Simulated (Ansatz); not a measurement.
# CH7BF2OSi: the cost of one run

All numbers below are computed with Ansatz 0.2.0 (UKS PBE0/STO-3G).

## Step 1: The starting structure

Bond lengths: B1–C2 1.855 Å, B1–F3 1.325 Å, B1–F4 1.328 Å, B1–O6 1.747 Å, O6–Si7 1.623 Å, C2–H8 1.089 Å, C2–H9 1.086 Å, C2–H10 1.091 Å, Si7–H11 1.464 Å, Si7–H12 1.463 Å, Si7–H13 1.459 Å. Angles (14 of 19 angles, heavy atoms first): C2–B1–F3 113.9°, C2–B1–F4 112.4°, C2–B1–O6 92.1°, F3–B1–F4 117.2°, F3–B1–O6 108.7°, F4–B1–O6 109.5°, B1–O6–Si7 133.2°, B1–C2–H8 120.5°, B1–C2–H9 115.6°, B1–C2–H10 94.3°, O6–Si7–H11 110.6°, O6–Si7–H12 101.7°, O6–Si7–H13 108.5°, H8–C2–H9 111.9°.

Coordinates:

```xyz
13

B    -0.5630   -0.5802    0.8568
C    -0.9948    1.2183    0.9963
F    -1.6148   -1.3866    0.8623
F     0.4636   -0.9162    1.6290
H    -0.4272    0.6344   -0.1417
O    -0.0146   -0.3853   -0.7909
Si    1.3698   -0.7576   -1.5512
H    -1.7375    1.6608    0.3341
H    -0.1585    1.8891    1.1720
H    -1.5052    1.1051    1.9536
H     2.5208   -0.4940   -0.6857
H     1.3474    0.1711   -2.6811
H     1.3140   -2.1587   -1.9534
```

## Step 2: Run 1

150 steps of 0.5 fs at constant energy, with velocities drawn for 600 K.

File input.yaml:

```yaml
crystal:
  periodic: [false, false, false]
  atoms:
    - { symbol: B, position_ang: [-0.563, -0.5802, 0.8568] }
    - { symbol: C, position_ang: [-0.9948, 1.2183, 0.9963] }
    - { symbol: F, position_ang: [-1.6148, -1.3866, 0.8623] }
    - { symbol: F, position_ang: [0.4636, -0.9162, 1.629] }
    - { symbol: H, position_ang: [-0.4272, 0.6344, -0.1417] }
    - { symbol: O, position_ang: [-0.0146, -0.3853, -0.7909] }
    - { symbol: Si, position_ang: [1.3698, -0.7576, -1.5512] }
    - { symbol: H, position_ang: [-1.7375, 1.6608, 0.3341] }
    - { symbol: H, position_ang: [-0.1585, 1.8891, 1.172] }
    - { symbol: H, position_ang: [-1.5052, 1.1051, 1.9536] }
    - { symbol: H, position_ang: [2.5208, -0.494, -0.6857] }
    - { symbol: H, position_ang: [1.3474, 0.1711, -2.6811] }
    - { symbol: H, position_ang: [1.314, -2.1587, -1.9534] }
magnetization:
  spin_polarized: true
basis:
  gaussian: { orbitals: STO-3G }
hamiltonian:
  xc: pbe0
md:
  timestep: 0.5
  n_steps: 150
  ensemble: nve
  temperature: 600.0
  initial_velocities: maxwell_boltzmann
  seed: 151464
```

Command:

```sh
$ ansatz run input.yaml --threads 1 --pin off --max-ram 2048MiB --backend cpu --events-out ev --progress --plain --runs-dir out
```

What time and memory should one allow on 1 thread of Arm Neoverse V1, shared host?

About 12 min, with a peak of 0.16 GiB.
